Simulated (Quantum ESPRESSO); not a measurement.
# BN (P6_3/mmc) in Quantum ESPRESSO: phonons with PBE

Aim: the phonons of BN with PBE.

Program: Quantum ESPRESSO 7.5. These are calculated values, not measurements. Logs are shortened: lines on timing, memory, paths and dates and some standing lists are left out, and cuts for length are marked.

### 1 Starting point

The structure is hexagonal, space group P6_3/mmc (No. 194). Conventional cell: a = 2.504 Å, b = 2.504 Å, c = 7.600 Å, α = 90.00°, β = 90.00°, γ = 120.00°. B (site symmetry -6m2) has 3 N at 1.45 Å as nearest neighbours. N (site symmetry -6m2) is surrounded by 3 B at 1.45 Å.

The cell was built by a generator and needn't be a form met in nature.

### 2 Phonons, PBE

Contents of pw.in:

```
&CONTROL
  calculation = 'scf'
  prefix = 'pwscf'
  outdir = './tmp'
  pseudo_dir = './pseudo'
  tprnfor = .true.
  tstress = .true.
  disk_io = 'low'
/
&SYSTEM
  ibrav = 0
  celldm(1) = 8
  nat = 4
  ntyp = 2
  ecutwfc = 84
  nbnd = 14
  occupations = 'smearing'
  smearing = 'fd'
  degauss = 0.00367493
/
&ELECTRONS
  conv_thr = 8d-10
  electron_maxstep = 120
  mixing_beta = 0.5
/
ATOMIC_SPECIES
B     10.8100 B.upf
N     14.0070 N.upf
CELL_PARAMETERS alat
  0.5914842770079   0.0000000000000   0.0000000000000
 -0.2957421385039   0.5122404098335   0.0000000000000
  0.0000000000000   0.0000000000000   1.7952398183945
ATOMIC_POSITIONS crystal
B      0.3333333333    0.6666666667    0.2500000000
B      0.6666666667    0.3333333333    0.7500000000
N      0.3333333333    0.6666666667    0.7500000000
N      0.6666666667    0.3333333333    0.2500000000
K_POINTS automatic
12 12 4 0 0 0
```

Contents of scf2.in:

```
&CONTROL
  calculation = 'scf'
  prefix = 'pwscf'
  outdir = './tmp'
  pseudo_dir = './pseudo'
  tprnfor = .true.
  tstress = .true.
  disk_io = 'low'
/
&SYSTEM
  ibrav = 0
  celldm(1) = 8
  nat = 4
  ntyp = 2
  ecutwfc = 84
  nbnd = 14
  occupations = 'fixed'
/
&ELECTRONS
  conv_thr = 1d-13
  electron_maxstep = 120
  mixing_beta = 0.5
  startingpot = 'file'
  startingwfc = 'file'
/
ATOMIC_SPECIES
B     10.8100 B.upf
N     14.0070 N.upf
CELL_PARAMETERS alat
  0.5914842770079   0.0000000000000   0.0000000000000
 -0.2957421385039   0.5122404098335   0.0000000000000
  0.0000000000000   0.0000000000000   1.7952398183945
ATOMIC_POSITIONS crystal
B      0.3333333333    0.6666666667    0.2500000000
B      0.6666666667    0.3333333333    0.7500000000
N      0.3333333333    0.6666666667    0.7500000000
N      0.6666666667    0.3333333333    0.2500000000
K_POINTS automatic
12 12 4 0 0 0
```

Contents of ph.in:

```
phonons of BN
&INPUTPH
  prefix = 'pwscf'
  outdir = './tmp'
  tr2_ph = 1d-18
  fildyn = 'dyn'
  niter_ph = 90
  alpha_mix(1) = 0.7
  epsil = .true.
/
0.0000000000 0.0000000000 0.0000000000
```

Contents of dynmat.in:

```
&INPUT
  fildyn = 'dyn'
  asr = 'crystal'
  lperm = .true.
  filout = 'dynmat.disp'
  fileig = 'dynmat.eig'
/
```

Contents of dynmat_lo.in:

```
&INPUT
  fildyn = 'dyn'
  asr = 'crystal'
  filout = 'dynmat_lo.disp'
  fileig = 'dynmat_lo.eig'
  q(1) = 0
  q(2) = 0
  q(3) = 1
/
```

Potentials or basis: PseudoDojo 0.4.1 SR PBE standard.

Started as:

```bash
> OMP_NUM_THREADS=1 mpirun -n 4 pw.x -nk 4 -in pw.in > pw.out
> OMP_NUM_THREADS=1 mpirun -n 4 pw.x -nk 4 -in scf2.in > scf2.out
> OMP_NUM_THREADS=1 mpirun -n 4 ph.x -nk 4 -in ph.in > ph.out
> OMP_NUM_THREADS=1 mpirun -n 1 dynmat.x -in dynmat.in > dynmat.out
> OMP_NUM_THREADS=1 mpirun -n 1 dynmat.x -in dynmat_lo.in > dynmat_lo.out
```

pw.out:

```text
This program is part of the open-source Quantum ESPRESSO suite
     for quantum simulation of materials; please cite
[... 6 lines left out ...]
     using ibrav=0 with symmetry is DISCOURAGED, use correct ibrav instead

     K-points division:     npool     =       4
     Subspace diagonalization in iterative solution of the eigenvalue problem:
     a serial algorithm will be used

     G-vector sticks info
     --------------------
     sticks:   dense  smooth     PW     G-vecs:    dense   smooth      PW
     Sum         511     511    163                28961    28961    4853

     Using Slab Decomposition

     bravais-lattice index     =            0
     lattice parameter (alat)  =       8.0000  a.u.
     unit-cell volume          =     278.4899 (a.u.)^3
     number of atoms/cell      =            4
     number of atomic types    =            2
     number of electrons       =        16.00
     number of Kohn-Sham states=           14
     kinetic-energy cutoff     =      84.0000  Ry
     charge density cutoff     =     336.0000  Ry
     scf convergence threshold =      8.0E-10
     mixing beta               =       0.5000
     number of iterations used =            8  plain     mixing
     Exchange-correlation= PBE
                           (   1   4   3   4   0   0   0)

     celldm(1)=   8.000000  celldm(2)=   0.000000  celldm(3)=   0.000000
     celldm(4)=   0.000000  celldm(5)=   0.000000  celldm(6)=   0.000000

     crystal axes: (cart. coord. in units of alat)
               a(1) = (   0.591484   0.000000   0.000000 )
               a(2) = (  -0.295742   0.512240   0.000000 )
               a(3) = (   0.000000   0.000000   1.795240 )

     reciprocal axes: (cart. coord. in units 2 pi/alat)
               b(1) = (  1.690662  0.976104 -0.000000 )
               b(2) = (  0.000000  1.952208  0.000000 )
               b(3) = (  0.000000 -0.000000  0.557029 )

     PseudoPot. # 1 for B  read from file:
     B.upf
     Pseudo is Norm-conserving + core correction, Zval =  3.0
     Generated using ONCVPSP code by D. R. Hamann
     Using radial grid of 1534 points,  4 beta functions with:
                l(1) =   0
                l(2) =   0
                l(3) =   1
                l(4) =   1

     PseudoPot. # 2 for N  read from file:
     N.upf
     Pseudo is Norm-conserving + core correction, Zval =  5.0
     Generated using ONCVPSP code by D. R. Hamann
     Using radial grid of 1058 points,  4 beta functions with:
                l(1) =   0
                l(2) =   0
                l(3) =   1
                l(4) =   1

     atomic species   valence    mass     pseudopotential
     B                 3.00    10.81000     B ( 1.00)
     N                 5.00    14.00700     N ( 1.00)

     24 Sym. Ops., with inversion, found (12 have fractional translation)

   Cartesian axes

     site n.     atom                  positions (alat units)
         1        B      tau(   1) = (  -0.0000000   0.3414936   0.4488100  )
         2        B      tau(   2) = (   0.2957421   0.1707468   1.3464299  )
         3        N      tau(   3) = (  -0.0000000   0.3414936   1.3464299  )
         4        N      tau(   4) = (   0.2957421   0.1707468   0.4488100  )

     number of k points=    57  Fermi-Dirac smearing, width (Ry)=  0.0037
                       cart. coord. in units 2pi/alat
        k(    1) = (   0.0000000   0.0000000   0.0000000), wk =   0.0034722
        k(    2) = (   0.0000000   0.0000000   0.1392572), wk =   0.0069444
        k(    3) = (   0.0000000   0.0000000  -0.2785143), wk =   0.0034722
        k(    4) = (   0.0000000   0.1626840   0.0000000), wk =   0.0208333
        k(    5) = (   0.0000000   0.1626840   0.1392572), wk =   0.0416667
        k(    6) = (   0.0000000   0.1626840  -0.2785143), wk =   0.0208333
[... 49 lines left out ...]
        k(   56) = (   0.5635540   0.9761042   0.1392572), wk =   0.0138889
        k(   57) = (   0.5635540   0.9761042  -0.2785143), wk =   0.0069444

     Dense  grid:    28961 G-vectors     FFT dimensions: (  27,  27,  90)

     Initial potential from superposition of free atoms

     starting charge      15.9995, renormalised to      16.0000
     Starting wfcs are   16 randomized atomic wfcs

     Self-consistent Calculation

     iteration #  1     ecut=    84.00 Ry     beta= 0.50
     Davidson diagonalization with overlap
     ethr =  1.00E-02,  avg # of iterations =  5.6

     total energy              =     -53.47020130 Ry
     estimated scf accuracy    <       0.77292017 Ry

     iteration #  2     ecut=    84.00 Ry     beta= 0.50
     Davidson diagonalization with overlap
     ethr =  4.83E-03,  avg # of iterations =  2.0

     total energy              =     -53.62698613 Ry
     estimated scf accuracy    <       0.06898222 Ry

     iteration #  3     ecut=    84.00 Ry     beta= 0.50
     Davidson diagonalization with overlap
     ethr =  4.31E-04,  avg # of iterations =  3.0

     total energy              =     -53.63214068 Ry
     estimated scf accuracy    <       0.00944721 Ry

     iteration #  4     ecut=    84.00 Ry     beta= 0.50
     Davidson diagonalization with overlap
     ethr =  5.90E-05,  avg # of iterations =  5.2

     total energy              =     -53.63324353 Ry
     estimated scf accuracy    <       0.00116220 Ry

     iteration #  5     ecut=    84.00 Ry     beta= 0.50
     Davidson diagonalization with overlap
     ethr =  7.26E-06,  avg # of iterations =  4.6
[... 8 lines left out ...]
     total energy              =     -53.63353767 Ry
     estimated scf accuracy    <       0.00000152 Ry

     iteration #  7     ecut=    84.00 Ry     beta= 0.50
     Davidson diagonalization with overlap
     ethr =  9.53E-09,  avg # of iterations =  3.6

     total energy              =     -53.63353895 Ry
     estimated scf accuracy    <       0.00000020 Ry

     iteration #  8     ecut=    84.00 Ry     beta= 0.50
     Davidson diagonalization with overlap
     ethr =  1.24E-09,  avg # of iterations =  1.7

     total energy              =     -53.63353896 Ry
     estimated scf accuracy    <       0.00000002 Ry

     iteration #  9     ecut=    84.00 Ry     beta= 0.50
     Davidson diagonalization with overlap
     ethr =  1.23E-10,  avg # of iterations =  2.6

     End of self-consistent calculation

          k = 0.0000 0.0000 0.0000 (  3569 PWs)   bands (ev):

   -14.2849 -14.1880  -2.3287  -1.2851   2.0623   2.0623   2.0708   2.0708
     8.0736  12.1403  14.6264  15.0833  15.0953  15.1211

          k = 0.0000 0.0000 0.1393 (  3564 PWs)   bands (ev):

   -14.2710 -14.2025  -2.1945  -1.4608   2.0636   2.0636   2.0695   2.0695
     8.5359  11.2464  15.0888  15.0985  15.1155  15.1225

          k = 0.0000 0.0000-0.2785 (  3582 PWs)   bands (ev):

   -14.2370 -14.2370  -1.8479  -1.8479   2.0666   2.0666   2.0666   2.0666
     9.7407   9.7407  15.1021  15.1021  15.1021  15.1022

          k = 0.0000 0.1627 0.0000 (  3578 PWs)   bands (ev):

   -14.1504 -14.0553  -2.1442  -1.1117   1.5071   1.5102   1.8029   1.8125
     8.3157  12.1875  14.6512  15.0241  15.3546  15.6926

          k = 0.0000 0.1627 0.1393 (  3587 PWs)   bands (ev):

   -14.1367 -14.0695  -2.0113  -1.2855   1.5081   1.5106   1.8043   1.8111
     8.7686  11.3828  14.8428  15.0160  15.4523  15.6982

          k = 0.0000 0.1627-0.2785 (  3596 PWs)   bands (ev):

   -14.1034 -14.1034  -1.6684  -1.6684   1.5100   1.5100   1.8077   1.8077
     9.9438   9.9438  14.9747  14.9749  15.6182  15.6195
[... 41 lines left out ...]
          k = 0.0000 0.6507-0.2785 (  3606 PWs)   bands (ev):

   -12.2927 -12.2927  -3.4636  -3.4636  -0.1838  -0.1838   0.8149   0.8149
    10.4198  10.4198  12.9496  12.9496  14.8760  14.8760

          k = 0.0000 0.8134 0.0000 (  3626 PWs)   bands (ev):

   -11.5366 -11.4920  -4.8993  -4.8764  -0.6047  -0.5885   1.6325   2.2628
     8.7192   9.3284  12.4577  13.5477  14.8519  17.9952

          k = 0.0000 0.8134 0.1393 (  3627 PWs)   bands (ev):

   -11.5301 -11.4986  -4.8963  -4.8801  -0.6023  -0.5909   1.7204   2.1659
     8.7726   9.1984  12.7426  13.4915  15.0127  16.6483

          k = 0.0000 0.8134-0.2785 (  3618 PWs)   bands (ev):

   -11.5144 -11.5144  -4.8886  -4.8886  -0.5966  -0.5966   1.9387   1.9387
     8.9497   8.9497  13.2368  13.2368  15.6132  15.6132

          k = 0.0000-0.9761 0.0000 (  3618 PWs)   bands (ev):

   -11.1578 -11.1367  -5.4892  -5.4682  -0.7476  -0.7312   2.2772   2.7253
     7.9211   8.6410  12.9666  13.4876  15.7117  16.5618

          k = 0.0000-0.9761 0.1393 (  3634 PWs)   bands (ev):

   -11.1547 -11.1398  -5.4865  -5.4717  -0.7452  -0.7336   2.3432   2.6606
     7.9930   8.4993  13.0917  13.4537  15.9613  16.5805

          k = 0.0000-0.9761-0.2785 (  3652 PWs)   bands (ev):

   -11.1472 -11.1472  -5.4794  -5.4794  -0.7394  -0.7394   2.5024   2.5024
     8.2121   8.2121  13.3183  13.3183  16.4190  16.4190

          k = 0.1409 0.2440 0.0000 (  3581 PWs)   bands (ev):

   -13.8850 -13.7933  -1.7787  -0.7693   0.5910   0.5954   1.2901   1.3006
     8.7676  12.2219  14.8813  14.8961  15.0361  15.4644

          k = 0.1409 0.2440 0.1393 (  3595 PWs)   bands (ev):

   -13.8718 -13.8070  -1.6489  -0.9396   0.5940   0.5961   1.2917   1.2991
     9.2009  11.5934  14.9062  14.9111  15.0653  15.3449

          k = 0.1409 0.2440-0.2785 (  3610 PWs)   bands (ev):

   -13.8397 -13.8397  -1.3139  -1.3139   0.5966   0.5966   1.2955   1.2955
    10.3101  10.3101  14.9255  14.9255  15.1691  15.1692

          k = 0.1409 0.4067 0.0000 (  3606 PWs)   bands (ev):

   -13.3702 -13.2857  -1.0641  -0.8959  -0.8889  -0.1047   0.4959   0.5092
     9.6058  12.0147  13.4355  14.7232  15.1784  16.3987

          k = 0.1409 0.4067 0.1393 (  3606 PWs)   bands (ev):

   -13.3581 -13.2983  -0.9721  -0.8980  -0.8580  -0.2587   0.4981   0.5075
     9.9836  11.7180  13.5461  14.5192  15.1700  15.4569

          k = 0.1409 0.4067-0.2785 (  3614 PWs)   bands (ev):
[... 134 lines left out ...]
          k = 0.4227 0.8948-0.2785 (  3624 PWs)   bands (ev):

   -10.7591 -10.7591  -4.7143  -4.7143  -3.0786  -3.0786   3.0882   3.0882
     8.3293   8.3293  15.6584  15.6584  16.6444  16.6444

          k = 0.5636 0.9761 0.0000 (  3645 PWs)   bands (ev):

   -10.5645 -10.5645  -4.5331  -4.4826  -3.7529  -3.7529   3.3971   3.3971
     8.1573   8.1573  14.6831  16.5676  16.5676  17.4497

          k = 0.5636 0.9761 0.1393 (  3630 PWs)   bands (ev):

   -10.5645 -10.5645  -4.5258  -4.4900  -3.7532  -3.7532   3.4039   3.4039
     8.1317   8.1317  14.9123  16.5831  16.7555  16.7555

          k = 0.5636 0.9761-0.2785 (  3612 PWs)   bands (ev):

   -10.5644 -10.5644  -4.5079  -4.5079  -3.7536  -3.7536   3.4107   3.4107
     8.1064   8.1064  15.5759  15.5759  16.9726  16.9726

     the Fermi energy is     6.0152 ev

!    total energy              =     -53.63353897 Ry
     estimated scf accuracy    <          7.1E-10 Ry
     smearing contrib. (-TS)   =       0.00000000 Ry
     internal energy E=F+TS    =     -53.63353897 Ry

     The total energy is F=E-TS. E is the sum of the following terms:
     one-electron contribution =     -26.91530768 Ry
     hartree contribution      =      21.08222695 Ry
     xc contribution           =     -17.33584703 Ry
     ewald contribution        =     -30.46461122 Ry

     convergence has been achieved in   9 iterations

     Forces acting on atoms (cartesian axes, Ry/au):

     atom    1 type  1   force =     0.00000000    0.00000000    0.00000000
     atom    2 type  1   force =    -0.00000000   -0.00000000    0.00000000
     atom    3 type  2   force =     0.00000000    0.00000000   -0.00000000
     atom    4 type  2   force =    -0.00000000   -0.00000000    0.00000000

     Total force =     0.000000     Total SCF correction =     0.000000

     Computing stress (Cartesian axis) and pressure

          total   stress  (Ry/bohr**3)                   (kbar)     P=       19.15
   0.00018040  -0.00000000  -0.00000000           26.54       -0.00       -0.00
  -0.00000000   0.00018040   0.00000000           -0.00       26.54        0.00
  -0.00000000   0.00000000   0.00002979           -0.00        0.00        4.38

=------------------------------------------------------------------------------=
   JOB DONE.
=------------------------------------------------------------------------------=
```

Run time: 6.1 min. Hardware: 4 MPI ranks of Intel Xeon Platinum 8259CL at 2.50GHz (Skylake/Cascade Lake), shared host; peak memory 0.36 GiB.

Results:

- Free energy: -729.7215 eV
- Pressure: 1.9 GPa
- Band gap on the k mesh: 4.51 eV, indirect (least direct gap 4.70 eV)
- Electronic dielectric tensor (diagonal): 4.26, 4.26, 2.21
- Born charges (mean of the diagonal): B +1.99; N -1.99 e
- Highest phonon frequency at Γ, LO-TO splitting left out: 1363 cm⁻¹
- Static dielectric tensor (diagonal): 5.79, 5.79, 2.42

Phonon frequencies in cm⁻¹ (negative: imaginary):
| q point | frequencies |
| --- | --- |
| (0.000, 0.000, 0.000) | 1 4 4 23 23 55 773 806 1363 1363 1363 1363 |

Electronic dielectric tensor:
```
4.26 0.00 0.00
0.00 4.26 0.00
0.00 0.00 2.21
```

Born effective charge tensors (e):
atom 1, B
```
2.70 0.00 0.00
0.00 2.70 0.00
0.00 0.00 0.56
```
atom 2, B
```
2.70 0.00 0.00
0.00 2.70 0.00
0.00 0.00 0.56
```
atom 3, N
```
-2.70  0.00  0.00
 0.00 -2.70  0.00
 0.00  0.00 -0.56
```
atom 4, N
```
-2.70  0.00  0.00
 0.00 -2.70  0.00
 0.00  0.00 -0.56
```

Optical modes at Γ, degenerate ones joined, polar ones without the macroscopic field:
```tsv
cm⁻¹	components	symmetry	active in	IR intensity, summed ((D/Å)²/amu)
23	2	E2g	Raman	0.00
55	1	B1g	silent	0.00
773	1	A2u	IR	2.41
806	1	B1g	silent	0.00
1363	2	E2g	Raman	0.00
1363	2	E1u	IR	110.13
```

Zone-centre frequencies without and with the macroscopic field along z (cm⁻¹):
```tsv
	optical modes in rising order
without	23 23 55 773 806 1363 1363 1363 1363
with the field	23 23 55 806 809 1363 1363 1363 1363
```

Static dielectric tensor, electrons and zone-centre modes:
```
5.79 0.00 0.00
0.00 5.79 0.00
0.00 0.00 2.42
```

Caveat: on a mesh that holds Γ this program's dielectric tensor can be off by some percent beyond the error of the mesh; this functional lacks dispersion, which binds the layers, so the pressure and a relaxed spacing across them are unreliable.
